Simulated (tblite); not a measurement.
# C6H14O2Si: the cost of one run

Computed with tblite 0.8.0 and PySCF 2.14.0, with density-fitted response routines of our own, on a single molecule in the gas phase. Atoms are numbered from 0 throughout.

**1. Starting geometry**

23 atoms, charge 0, multiplicity 1; geometry from: force field or distance geometry start.

Bonds of the start (Å): C0–C1 1.54, C1–C2 1.52, C1–C3 1.54, C1–C4 1.54, C4–C5 1.51, C5–O6 1.22, C5–O7 1.37, O7–Si8 1.65, C0–H9 1.11, C0–H10 1.09, C0–H11 1.09, C2–H12 1.09, C2–H13 1.10, C2–H14 1.11, C3–H15 1.11, C3–H16 1.10, C3–H17 1.10, C4–H18 1.10, C4–H19 1.09, Si8–H20 1.49, Si8–H21 1.48, Si8–H22 1.49.

**2. Relaxing the molecule with GFN2-xTB**

What the job is given:

```
{"job": {"kind": "relax", "xc": "GFN2-xTB", "basis": "xTB"}, "charge": 0, "multiplicity": 1}
C     -0.842100     1.174900     0.798900
C     -1.151600    -0.085000    -0.028600
C     -2.447100     0.125000    -0.797800
C     -1.343100    -1.271000     0.927900
C     -0.021800    -0.373800    -1.029700
C      1.336800    -0.611600    -0.424500
O      1.711700    -1.694500    -0.000700
O      2.067400     0.541700    -0.405900
Si     3.601800     0.624500     0.201100
H     -1.697200     1.428600     1.458700
H      0.025800     1.047800     1.437800
H     -0.673500     2.034700     0.147200
H     -2.720400    -0.754900    -1.383500
H     -2.365700     0.976900    -1.491400
H     -3.297700     0.341400    -0.123200
H     -0.471100    -1.429200     1.590700
H     -2.202300    -1.113600     1.598500
H     -1.519800    -2.212200     0.381500
H      0.063900     0.455300    -1.751800
H     -0.252700    -1.257200    -1.633600
H      4.078200     2.029200     0.055800
H      4.510300    -0.254000    -0.562100
H      3.605600     0.303700     1.658700
```

Run with:

```
$ OMP_NUM_THREADS=1 python probes_run.py task.json out
```

This one command runs all jobs of the session in turn.

**Question.** How long does this first job take on 1 thread of Arm Neoverse N1, shared host, and how much memory does it need?

About 1.6 s, with a peak of 0.18 GiB.
